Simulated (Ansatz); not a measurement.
# Ta: the cost of one run

Program: Ansatz 0.2.0. Level of theory: DFT r2SCAN, scalar-relativistic, plane waves, PAW. These are calculated values, not measurements.

## (1) The system as given

Symmetry: Fm-3m, No. 225, cubic system. The conventional cell has a = 4.220 Å, b = 4.220 Å, c = 4.220 Å, α = 90.00°, β = 90.00°, γ = 90.00°. Around Ta (site symmetry m-3m) lie 12 Ta at 2.98 Å.

Coordinates:

```cif
data_structure
_symmetry_space_group_name_H-M 'Fm-3m'
_symmetry_Int_Tables_number 225
_cell_length_a 4.2200
_cell_length_b 4.2200
_cell_length_c 4.2200
_cell_angle_alpha 90.000
_cell_angle_beta 90.000
_cell_angle_gamma 90.000
_cell_volume 75.15
loop_
_atom_site_label
_atom_site_type_symbol
_atom_site_symmetry_multiplicity
_atom_site_Wyckoff_symbol
_atom_site_fract_x
_atom_site_fract_y
_atom_site_fract_z
_atom_site_occupancy
Ta1 Ta 4 a 0.00000 0.00000 0.00000 1
```

Source of the structure: the Crystallography Open Database.

## (2) A first look at the start

Contents of input.yaml:

```yaml
crystal:
  lattice:
    - [0.0, 2.11, 2.11]
    - [2.11, 0.0, 2.11]
    - [2.11, 2.11, 0.0]
  atoms:
    - { symbol: Ta, position: [0.0, 0.0, 0.0] }
basis:
  ecutwfc: 350.0
kpoints:
  mp_grid: { grid: [8, 8, 8] }
hamiltonian:
  xc: r2scan
scf:
  occupations: { method: gaussian, width: 0.1 }
output:
  forces: true
  stress: true
  eigenvalues: true
```

Command:

```sh
$ ansatz run input.yaml --threads 1 --pin off --max-ram 2560MiB --backend cpu --events-out ev --progress --plain --runs-dir out
```

**Question.** How long does this run take on 1 thread of AMD EPYC (Zen 3), shared host, and how much memory does it need?

About 2.4 s, with a peak of 0.31 GiB.
